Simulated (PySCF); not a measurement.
**Cl at other levels of theory**

Starting from one script, swap the method and compare what comes out for Cl.

Method: method and basis as typed in the scripts; program: PySCF 2.14.0.

4 further runs of the same task are left out: 4 that didn't finish.

## Step 1: The atom

Cl: 1 atom, charge 0, spin multiplicity 2.

## Step 2: Base script

Input file input.py:

```python
from pyscf import gto, scf, mcscf, mrpt

mol = gto.M(
    atom='Cl 0 0 0',
    basis='cc-pvtz',
    charge=0,
    spin=1,
    symmetry=True,
    verbose=4,
)
mf = scf.ROHF(mol)
mf.kernel()
mc = mcscf.CASSCF(mf, 5, 5)
mc.kernel()
mc.analyze()
mrpt.NEVPT(mc).kernel()
mf.dip_moment()
print('orbital energies (hartree):', mf.mo_energy[..., max(0, mol.nelec[1]-3):mol.nelec[0]+3].round(4))
```

Started as:

```bash
$ OMP_NUM_THREADS=1 python input.py
```

## Step 3: SCF alone

Edit 1 changes step after the SCF: nevpt2 → none.

input.py, as its differences from that of step 2:

```diff
@@ -1,2 +1,2 @@
-from pyscf import gto, scf, mcscf, mrpt
+from pyscf import gto, scf
 
@@ -12,6 +12,2 @@
 mf.kernel()
-mc = mcscf.CASSCF(mf, 5, 5)
-mc.kernel()
-mc.analyze()
-mrpt.NEVPT(mc).kernel()
 mf.dip_moment()
```

## Step 4: Mn15l (ROKS)

Edit 2 changes functional: none (Hartree–Fock) → mn15l; SCF type: ROHF → ROKS; step after the SCF: nevpt2 → analyze.

Input file input.py:

```python
from pyscf import gto, dft

mol = gto.M(
    atom='Cl 0 0 0',
    basis='cc-pvtz',
    charge=0,
    spin=1,
    symmetry=True,
    verbose=4,
)
mf = dft.ROKS(mol, xc='mn15l')
mf.kernel()
mf.analyze()
print('orbital energies (hartree):', mf.mo_energy[..., max(0, mol.nelec[1]-3):mol.nelec[0]+3].round(4))
```

## Step 5: M062x (ROKS)

Edit 3 changes functional: none (Hartree–Fock) → m062x; SCF type: ROHF → ROKS; step after the SCF: nevpt2 → analyze.

Input file input.py:

```python
from pyscf import gto, dft

mol = gto.M(
    atom='Cl 0 0 0',
    basis='cc-pvtz',
    charge=0,
    spin=1,
    symmetry=True,
    verbose=4,
)
mf = dft.ROKS(mol, xc='m062x')
mf.kernel()
mf.analyze()
print('orbital energies (hartree):', mf.mo_energy[..., max(0, mol.nelec[1]-3):mol.nelec[0]+3].round(4))
```

## Step 6: CCSD

Edit 4 changes step after the SCF: nevpt2 → ccsd; frozen orbitals: none → 5.

input.py, as its differences from that of step 2:

```diff
@@ -1,2 +1,2 @@
-from pyscf import gto, scf, mcscf, mrpt
+from pyscf import gto, scf, cc
 
@@ -12,6 +12,4 @@
 mf.kernel()
-mc = mcscf.CASSCF(mf, 5, 5)
-mc.kernel()
-mc.analyze()
-mrpt.NEVPT(mc).kernel()
+mycc = cc.CCSD(mf, frozen=5)
+mycc.kernel()
 mf.dip_moment()
```

What does the calculation give? Wanted: for each run, E(SCF); from base; after the SCF.

**Answer**, as computed:

| run | E(SCF) (hartree) | from base (eV) | cycles | after the SCF |
| --- | --- | --- | --- | --- |
| base | -459.478762 | 0 | 6 | NEVPT2 correlation -5.163 eV (from the SCF energy, the CASSCF gain included) |
| SCF alone | -459.478762 | 0.0000 | 6 | n/a |
| mn15l (ROKS) | -460.094807 | not comparable | 6 | n/a |
| m062x (ROKS) | -460.138007 | not comparable | 6 | n/a |
| CCSD | -459.478762 | 0.0000 | 6 | CCSD correlation -5.098 eV, core frozen |

**Reading.** Total energies of different functionals can't be compared with each other; differences within one functional can.
